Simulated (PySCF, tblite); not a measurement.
# P22H14: electronic excitations, NMR shifts

Wanted: electronic excitations, NMR shifts for P22H14.

Computed with tblite 0.8.0 and PySCF 2.14.0 and routines of our own; the level stands in each step. Atoms count from 0.

## Step 1: The starting structure

36 atoms, charge 0, multiplicity 1; geometry from: force field, distance geometry or constructed start.

## Step 2: Optimising the geometry with GFN2-xTB

The job: settings as JSON, then the geometry in Å.

```
{"job": {"kind": "relax", "xc": "GFN2-xTB", "basis": "xTB"}, "charge": 0, "multiplicity": 1}
P      8.186400     0.942900    -0.621600
P      6.542000     1.892000     0.613100
P      4.914100     0.942400    -0.619000
P      4.908200    -0.940300     0.613800
P      6.544200    -1.890600    -0.616600
P      8.178200    -0.945200     0.617400
P     -4.908800     0.946400    -0.623300
P     -6.541800     1.892100     0.621500
P     -8.178800     0.942600    -0.620400
P     -8.184300    -0.945500     0.621600
P     -6.547300    -1.890600    -0.622100
P     -4.911400    -0.946700     0.620000
P      1.632900     0.945400    -0.615000
P      0.002200     1.888800     0.617300
P     -1.638500     0.949800    -0.619800
P     -1.638200    -0.944100     0.626300
P      0.000400    -1.887500    -0.619100
P      1.635200    -0.948100     0.619000
P      3.272000     1.891200     0.622500
P      3.275400    -1.888500    -0.617300
P     -3.274900     1.893200     0.621500
P     -3.273500    -1.887900    -0.620200
H      9.198600     1.534500     0.154700
H      6.541000     3.055600    -0.149600
H      6.545700    -3.057300     0.149000
H      9.189100    -1.530800    -0.145600
H     -6.544500     3.062200    -0.148800
H     -9.195800     1.530500     0.149300
H     -9.194600    -1.529500    -0.150100
H     -6.544100    -3.059500     0.151500
H      0.003600     3.060500    -0.149200
H     -0.001900    -3.058600     0.148300
H      3.271600     3.060000    -0.150000
H      3.274700    -3.061200     0.151800
H     -3.271400     3.061700    -0.151400
H     -3.272100    -3.057700     0.145200
```

Started as:

```console
$ OMP_NUM_THREADS=4 python large_run.py task.json out
```

One launch serves the whole session: the jobs run in the order shown.

Output:

```text
step      E/eV     max force
  0   -1710.33912    1.611
  1   -1710.80743    1.012
  2   -1711.08368    0.198
  3   -1711.09258    0.159
  4   -1711.10752    0.153
  5   -1711.13166    0.216
  6   -1711.15065    0.197
  7   -1711.16037    0.125
  8   -1711.16333    0.097
  9   -1711.16490    0.071
 10   -1711.16717    0.103
 11   -1711.17040    0.155
 12   -1711.17436    0.171
 13   -1711.17815    0.124
 14   -1711.18090    0.084
 15   -1711.18291    0.092
 16   -1711.18549    0.142
 17   -1711.18919    0.208
 18   -1711.19393    0.213
 19   -1711.19751    0.131
 20   -1711.19886    0.050
 21   -1711.19928    0.028
 22   -1711.19958    0.035
 23   -1711.20002    0.047
 24   -1711.20060    0.047
 25   -1711.20115    0.039
 26   -1711.20144    0.025
 27   -1711.20154    0.014
```

Wall time 4.5 s (4 threads of AMD EPYC 7R43, shared host); peak memory 0.16 GiB.

Relaxation path:

```csv
step,energy from step 0 (eV),largest force (eV/Å)
0,0.0000,1.6113
1,-0.4683,1.0118
2,-0.7446,0.1973
3,-0.7535,0.1593
4,-0.7684,0.1537
5,-0.7925,0.2162
6,-0.8115,0.1972
7,-0.8212,0.1251
8,-0.8242,0.0962
9,-0.8258,0.0704
10,-0.8280,0.1025
12,-0.8352,0.1711
13,-0.8390,0.1242
14,-0.8418,0.0838
16,-0.8464,0.1426
17,-0.8501,0.2079
18,-0.8548,0.2131
20,-0.8597,0.0500
21,-0.8602,0.0280
23,-0.8609,0.0468
24,-0.8615,0.0468
25,-0.8620,0.0389
26,-0.8623,0.0248
27,-0.8624,0.0136
```

Distances of close pairs at the start and the end, largest changes first:

```
   bond  before (Å)  after (Å)  change (Å)
  P0–P1       2.265      2.183      -0.082
  P7–P8       2.264      2.183      -0.080
 P9–P10       2.263      2.183      -0.079
 P2–P18       2.267      2.189      -0.078
P15–P16       2.264      2.190      -0.074
  P8–P9       2.260      2.186      -0.073
P15–P21       2.262      2.190      -0.072
 P6–P20       2.262      2.189      -0.072
```

The end geometry stands in the next job.

## Step 3: Electronic excitations: TDA wB97X-D/6-31G*

The job: settings as JSON, then the geometry in Å.

```
{"job": {"kind": "uv", "basis": "6-31G*", "grid": 1, "kgrid": 0, "vcut": 1.5, "nstates": 6, "ntriplets": 2, "tda": true, "delta": [], "pop": true, "xc": "wB97X-D"}, "charge": 0, "multiplicity": 1}
P      8.103224     0.950228    -0.539119
P      6.478087     1.888207     0.576623
P      4.845607     0.957363    -0.554690
P      4.846062    -0.956131     0.555518
P      6.477989    -1.886765    -0.576390
P      8.103367    -0.950706     0.541253
P     -4.846632     0.957530    -0.554634
P     -6.478614     1.887966     0.577275
P     -8.103987     0.951646    -0.539859
P     -8.103699    -0.949695     0.539800
P     -6.477852    -1.885708    -0.576869
P     -4.845715    -0.956160     0.555137
P      1.618188     0.962797    -0.545282
P     -0.000204     1.866346     0.621342
P     -1.618678     0.963221    -0.545241
P     -1.618926    -0.961610     0.544244
P      0.000005    -1.865680    -0.620744
P      1.618481    -0.961841     0.545112
P      3.237429     1.866698     0.619596
P      3.237932    -1.866522    -0.619016
P     -3.238227     1.867552     0.619400
P     -3.238175    -1.865382    -0.620862
H      9.078494     1.496343     0.303633
H      6.469448     3.018760    -0.251683
H      6.469176    -3.019059     0.249501
H      9.079832    -1.495507    -0.301316
H     -6.470036     3.020019    -0.248894
H     -9.079795     1.496888     0.302928
H     -9.078720    -1.496043    -0.303300
H     -6.469025    -3.017515     0.249420
H      0.000029     3.029212    -0.166719
H     -0.000541    -3.027814     0.168444
H      3.236936     3.027578    -0.171001
H      3.236746    -3.027326     0.171729
H     -3.237250     3.029248    -0.170193
H     -3.237305    -3.026387     0.169537
```

Method: TDA wB97X-D/6-31G*, vertical, gas phase, core orbitals frozen in the response, virtual orbitals cut by energy.

Output:

```text
start: PBE on a coarse grid of 42882 points
cycle   1  E = -7514.8935073466  dE =  3.229e+00  |g| = 2.445e-01  |ddm| = 7.677e+00
cycle   2  E = -7514.9056942880  dE = -1.219e-02  |g| = 1.796e-01  |ddm| = 1.285e+00
cycle   3  E = -7514.9147300549  dE = -9.036e-03  |g| = 1.108e-01  |ddm| = 6.221e-01
cycle   4  E = -7514.9184384739  dE = -3.708e-03  |g| = 4.264e-02  |ddm| = 2.668e-01
cycle   5  E = -7514.9190350919  dE = -5.966e-04  |g| = 1.354e-02  |ddm| = 1.053e-01
cycle   6  E = -7514.9191068462  dE = -7.175e-05  |g| = 3.458e-03  |ddm| = 3.132e-02
final grid: 166210 points
cycle   7  E = -7517.7141295841  dE = -3.306e-02  |g| = 5.225e-02  |ddm| = 9.182e-01
cycle   8  E = -7517.7169113661  dE = -2.782e-03  |g| = 1.870e-02  |ddm| = 2.584e-01
cycle   9  E = -7517.7172289151  dE = -3.175e-04  |g| = 1.479e-02  |ddm| = 1.025e-01
cycle  10  E = -7517.7173182710  dE = -8.936e-05  |g| = 2.159e-03  |ddm| = 3.956e-02
cycle  11  E = -7517.7173271567  dE = -8.886e-06  |g| = 8.342e-04  |ddm| = 1.079e-02
cycle  12  E = -7517.7173248403  dE =  2.316e-06  |g| = 3.785e-04  |ddm| = 3.353e-03
cycle  13  E = -7517.7173174165  dE =  7.424e-06  |g| = 8.057e-05  |ddm| = 1.544e-03
converged SCF energy = -7517.7173174165

Static polarisability (au): isotropic 567.762, principal 296.969 470.014 936.304

Singlet excitations
state   eV       nm        f      main configurations
  1   4.2528    291.5   0.00000   H->L 0.52, H-2->L 0.34
  2   4.2931    288.8   0.00381   H-1->L 0.69, H-3->L 0.12
  3   4.4234    280.3   0.00000   H-2->L 0.42, H->L 0.22, H-1->L+11 0.14
  4   4.4495    278.6   0.00000   H->L+1 0.35, H-1->L+2 0.20, H-2->L+7 0.09
  5   4.4746    277.1   0.00119   H-1->L+1 0.30, H-2->L+2 0.21
  6   4.5301    273.7   0.00000   H-2->L+1 0.46, H-1->L+2 0.15, H-1->L+6 0.10

Triplet excitations (Tamm-Dancoff, eV): 3.8429 3.8762
```

Wall time 61 s (4 threads of AMD EPYC 7R43, shared host); peak memory 2.5 GiB.

Frontier orbitals and where they lie:

```csv
orbital,eV,atoms
HOMO−4,-8.62,"P9 14 %, P0 14 %, P5 13 %"
HOMO−3,-8.20,"P5 9 %, P0 9 %, P9 9 %"
HOMO−2,-8.14,"P14 9 %, P15 9 %, P17 9 %"
HOMO−1,-8.03,"P6 11 %, P11 11 %, P2 11 %"
HOMO,-7.99,"P15 6 %, P14 6 %, P16 6 %"
LUMO,-0.29,"P13 6 %, P16 6 %, P12 6 %"
LUMO+1,0.04,"P16 8 %, P13 8 %, P11 6 %"
LUMO+2,0.08,"P14 8 %, P15 8 %, P12 8 %"
LUMO+3,0.19,"P13 10 %, P16 10 %, P14 5 %"
```

With each of the 6 states as a Gaussian band of 0.4 eV half-width at 1/e, the curve within the window shown has maxima at 286 nm (ε 200) L/(mol cm). Beyond the last state computed it falls off for lack of states. The curve at chosen wavelengths:

```csv
nm,ε (L/mol/cm)
257,47
260,64
264,89
267,110
270,130
273,150
277,172
280,184
283,192
287,195
290,192
293,185
296,174
300,156
303,141
306,125
309,109
313,88
316,74
319,62
323,47
326,38
329,30
332,24
336,17
339,13
```

Leading natural transition orbitals of singlet state 2: the hole lies on 4 P atoms about 9 % each; 8 P atoms about 7 % each; the particle on 6 P atoms about 6 % each.

Leading natural transition orbitals of singlet state 1: the hole lies on 4 P atoms about 15 % each; P13, P16 about 12 % each; the particle on 6 P atoms about 8 % each.

Ground-state properties from the same run:

| property | computed |
| --- | --- |
| dipole moment (D) | 0.00 |
| polarisability (Å³) | 84.13 |
| HOMO–LUMO gap (eV) | 7.70 |
| −ε(HOMO) (eV) | 7.99 |

The fields below are evaluated on a grid from the run's orbitals.

Frontier orbitals at wB97X-D/6-31G*, with the share of their density that lies nearest to each atom:

| orbital | energy (eV) | lies on |
| --- | --- | --- |
| HOMO | -7.99 | 10 P atoms about 6 % each |
| LUMO | -0.29 | 10 P atoms about 5 % each |

ELF in a plane through or near 15 of the atoms.

Ten even steps from ' ' (0.00) to '@' (1.00):
```
                                                        
                                                        
            ==    ..==    ----    ==..    ==            
          **@@++  %%@@::  @@@@  ..@@%%  ++@@**          
          ##@@##  @@@@::  @@@@  ::@@@@  ##@@##          
      ..  --@@--  ++@@..  %%%%    @@++  --@@--  ..      
    ::++==--++--==--========--======--==--++--==++::    
    --%%..##==##..##==++::****--**==##..##==##..##--    
    ..**%%==::==****::::**++++++::--**##==::==##**..    
      ==::++  ++::==  ==--::::--==  ==::++  ++::==      
      ..**::  ::**..  ==++....++==  ..**::  ::**..      
    ##@@==**++**==**++++==****==++++**==**++**==@@##    
    @@@@++##==##==++--##++::::++##--++==##==##==@@@@    
    @@@@..++##==..::++++--::..--++++--..==##++..@@@@    
    --==  ==##==  **##::..####..::##**  ==##==  ==--    
          --##--  ++%%..  ####  ..%%++  --##--          
          ..==..  ::++    ====    ++::  ..==..          
                                                        
                                                        
                                                        
```
The map spans 23.4 Å across and 11.3 Å up, centred on the molecule. Atoms in the plane (x, y in Å): P0 (-8.1, 0.9), P2 (-4.8, 1.0), P4 (-6.5, -1.9), P6 (4.8, 1.0), P8 (8.1, 0.9), P10 (6.5, -1.9), P12 (-1.6, 1.0), P14 (1.6, 1.0), P16 (0.0, -1.9), P19 (-3.2, -1.9), P21 (3.2, -1.9), H23 (-6.5, 3.0), H25 (-9.1, -1.5), H26 (6.5, 3.0), H28 (9.1, -1.5).

log10 of the density (e/Å³) in the same plane.

Ten even steps from '0' (-4.0) to '9' (2.0):
```
0000000000000000000000000000
0000001000100110010001000000
0000023212221221222123200000
0000134324432442344234310000
0012246435543553455346422100
0023456545644554465456543200
0135555555555555555555555310
0146665676566556656665666410
0146965696578558756965696410
0135764675466556645764675310
0135654565455555545654565310
0245556556655665566556555420
0246568656865775686568656420
0145569656855775586569655410
0023356545654664565456533210
0012245435543553455345422100
0000134323432442343234310000
0000022212211221122122200000
0000001000100000010001000000
0000000000000000000000000000
```
The map spans 23.4 Å across and 11.3 Å up, centred on the molecule. Atoms in the plane (x, y in Å): P0 (-8.1, 0.9), P2 (-4.8, 1.0), P4 (-6.5, -1.9), P6 (4.8, 1.0), P8 (8.1, 0.9), P10 (6.5, -1.9), P12 (-1.6, 1.0), P14 (1.6, 1.0), P16 (0.0, -1.9), P19 (-3.2, -1.9), P21 (3.2, -1.9), H23 (-6.5, 3.0), H25 (-9.1, -1.5), H26 (6.5, 3.0), H28 (9.1, -1.5).

On the surface of density 0.002 e/bohr³ the electrostatic potential runs, from the 1st to the 99th percentile, from -0.93 V near P15 to 1.46 V near H30.

## Step 4: NMR shifts: GIAO KT3/pcSseg-1

Settings changed since step 3:

```diff
@@ -1,2 +1,2 @@
-{"job": {"kind": "uv", "basis": "6-31G*", "grid": 1, "kgrid": 0, "vcut": 1.5, "nstates": 6, "ntriplets": 2, "tda": true, "delta": [], "pop": true, "xc": "wB97X-D"}, "charge": 0, "multiplicity": 1}
+{"job": {"kind": "nmr", "xc": "KT3", "basis": "pcSseg-1", "pop": false}, "charge": 0, "multiplicity": 1}
 P      8.103224     0.950228    -0.539119
```

Method: GIAO KT3/pcSseg-1 NMR shielding, non-relativistic, gas phase.

Output:

```text
start: PBE on a coarse grid of 42882 points
cycle   1  E = -7514.4386257330  dE =  3.070e+00  |g| = 3.669e-01  |ddm| = 7.118e+00
cycle   2  E = -7514.4567341603  dE = -1.811e-02  |g| = 1.481e-01  |ddm| = 9.811e-01
cycle   3  E = -7514.4599417261  dE = -3.208e-03  |g| = 9.515e-02  |ddm| = 4.503e-01
cycle   4  E = -7514.4626951823  dE = -2.753e-03  |g| = 2.441e-02  |ddm| = 1.931e-01
cycle   5  E = -7514.4628468300  dE = -1.516e-04  |g| = 1.266e-02  |ddm| = 6.528e-02
cycle   6  E = -7514.4628923634  dE = -4.553e-05  |g| = 3.564e-03  |ddm| = 2.849e-02
final grid: 314699 points
cycle   7  E = -7574.6857682624  dE = -1.212e-01  |g| = 5.587e-01  |ddm| = 1.365e+00
cycle   8  E = -7574.6938445612  dE = -8.076e-03  |g| = 2.714e-01  |ddm| = 8.119e-01
cycle   9  E = -7574.6971475158  dE = -3.303e-03  |g| = 1.193e-01  |ddm| = 5.109e-01
cycle  10  E = -7574.7019997117  dE = -4.852e-03  |g| = 2.358e-02  |ddm| = 2.435e-01
cycle  11  E = -7574.7021817749  dE = -1.821e-04  |g| = 5.032e-03  |ddm| = 5.173e-02
cycle  12  E = -7574.7021887293  dE = -6.954e-06  |g| = 1.406e-03  |ddm| = 1.099e-02
cycle  13  E = -7574.7021899781  dE = -1.249e-06  |g| = 8.685e-04  |ddm| = 3.992e-03
cycle  14  E = -7574.7021935363  dE = -3.558e-06  |g| = 1.774e-04  |ddm| = 1.766e-03
cycle  15  E = -7574.7021910614  dE =  2.475e-06  |g| = 9.252e-05  |ddm| = 4.726e-04
converged SCF energy = -7574.7021910614

GIAO shielding tensors (ppm)
atom      isotropic    diamagn.    paramagn.     s11        s22        s33       span
  0 P      473.943     967.917    -493.974    435.064    457.839    528.924     93.860
  1 P      456.710     968.395    -511.685    400.107    460.368    509.656    109.548
  2 P      386.645     965.934    -579.289    335.894    366.178    457.865    121.971
  3 P      386.575     965.930    -579.355    335.766    366.288    457.672    121.907
  4 P      456.677     968.383    -511.707    400.181    460.185    509.665    109.484
  5 P      473.885     967.918    -494.033    435.321    457.719    528.615     93.294
  6 P      386.573     965.934    -579.361    335.648    366.280    457.792    122.145
  7 P      456.699     968.388    -511.689    400.231    460.178    509.687    109.456
  8 P      473.941     967.917    -493.976    435.286    457.848    528.690     93.404
  9 P      473.886     967.922    -494.036    435.187    457.749    528.722     93.535
 10 P      456.807     968.403    -511.596    400.188    460.459    509.774    109.586
 11 P      386.748     965.930    -579.182    335.963    366.375    457.905    121.941
 12 P      383.309     963.429    -580.120    331.699    369.084    449.146    117.447
 13 P      438.131     964.555    -526.424    376.373    449.301    488.719    112.346
 14 P      383.249     963.433    -580.183    331.727    368.934    449.087    117.360
 15 P      383.294     963.428    -580.134    331.734    369.038    449.110    117.376
 16 P      438.122     964.554    -526.432    376.415    449.206    488.746    112.331
 17 P      383.247     963.431    -580.185    331.543    369.043    449.154    117.611
 18 P      437.634     965.230    -527.596    376.501    449.778    486.622    110.122
 19 P      437.470     965.229    -527.760    376.447    449.636    486.326    109.880
 20 P      437.324     965.233    -527.908    376.298    449.571    486.103    109.805
 21 P      437.630     965.222    -527.592    376.540    449.793    486.556    110.016
 22 H       28.352      30.886      -2.533     22.815     25.078     37.164     14.350
 23 H       28.561      30.027      -1.466     22.610     27.183     35.891     13.281
 24 H       28.562      30.020      -1.458     22.608     27.186     35.891     13.282
 25 H       28.351      30.895      -2.545     22.819     25.069     37.164     14.344
 26 H       28.562      30.023      -1.460     22.609     27.186     35.892     13.284
 27 H       28.353      30.892      -2.539     22.818     25.073     37.167     14.349
 28 H       28.352      30.890      -2.538     22.817     25.074     37.164     14.347
 29 H       28.564      30.032      -1.468     22.609     27.189     35.893     13.284
 30 H       28.616      30.291      -1.675     22.047     29.031     34.770     12.723
 31 H       28.614      30.284      -1.670     22.046     29.029     34.769     12.723
 32 H       28.658      30.649      -1.991     22.204     28.823     34.948     12.744
 33 H       28.657      30.646      -1.989     22.205     28.819     34.947     12.742
 34 H       28.655      30.649      -1.994     22.203     28.816     34.945     12.742
 35 H       28.660      30.647      -1.987     22.208     28.823     34.949     12.741
```

Wall time 13 s (4 threads of AMD EPYC 7R43, shared host); peak memory 1.6 GiB.

The references, computed at this level on geometries of the same kind, shield at (ppm): ¹H TMS 31.76, ³¹P PH3 612.2. Their shielding less the atom's gives the shift. The references are single molecules in the gas phase, so shifts against H2O, NH3, PH3, H3PO4 or CFCl3 are not on the usual liquid scales and can be off by tens of ppm. Atoms listed in one row are averaged.

```csv
atoms,environment,σ (ppm),δ (ppm)
"H22, H25, H27, H28",hydrogen on a phosphorus bonded to 2 P,28.35,3.41
"H23, H24, H26, H29",hydrogen on a phosphorus bonded to 2 P,28.56,3.20
"H30, H31",hydrogen on a phosphorus bonded to 2 P,28.62,3.14
"H32, H33, H34, H35",hydrogen on a phosphorus bonded to 2 P,28.66,3.10
"P12, P14, P15, P17",phosphorus bonded to 3 P,383.3,228.9
"P2, P3, P6, P11",phosphorus bonded to 3 P,386.6,225.5
"P18, P19, P20, P21","phosphorus bonded to 2 P, H",437.5,174.7
"P13, P16","phosphorus bonded to 2 P, H",438.1,174.1
"P1, P4, P7, P10","phosphorus bonded to 2 P, H",456.7,155.5
"P0, P5, P8, P9","phosphorus bonded to 2 P, H",473.9,138.3
```

Ring of atoms P0, P1, P2, P3, P4, P5: NICS(0) -5.6, NICS(1) -4.3, NICS(1)zz 4.7 ppm (means of both faces).

Ring of atoms P2, P3, P12, P17, P18, P19: NICS(0) -5.5, NICS(1) -4.4, NICS(1)zz 5.9 ppm (means of both faces).

Ring of atoms P12, P13, P14, P15, P16, P17: NICS(0) -5.5, NICS(1) -4.3, NICS(1)zz 6.1 ppm (means of both faces).

## Step 5: Results

| quantity | value |
| --- | --- |
| lowest singlet (wB97X-D/6-31G*) | 4.25 eV (292 nm), f = 0.000 |
| brightest single state of those computed | state 2, 4.29 eV, f = 0.004 |
| lowest triplet | 3.84 eV |
| surface potential, 1st and 99th percentile | -0.93 V and 1.46 V |
| ¹H shifts against TMS (KT3/pcSseg-1, means over atoms taken as alike) | 3.41, 3.20, 3.14, 3.10 ppm |
| ³¹P shifts against PH3 (KT3/pcSseg-1, means over atoms taken as alike) | 228.9, 225.5, 174.7, 174.1, 155.5, 138.3 ppm |

The first singlet state (HOMO→LUMO 0.52, HOMO−2→LUMO 0.34) lies at 4.25 eV and is dark; of the 6 states computed, the strongest absorption comes from state 2 at 4.29 eV. The lowest triplet lies 0.41 eV below the lowest singlet.
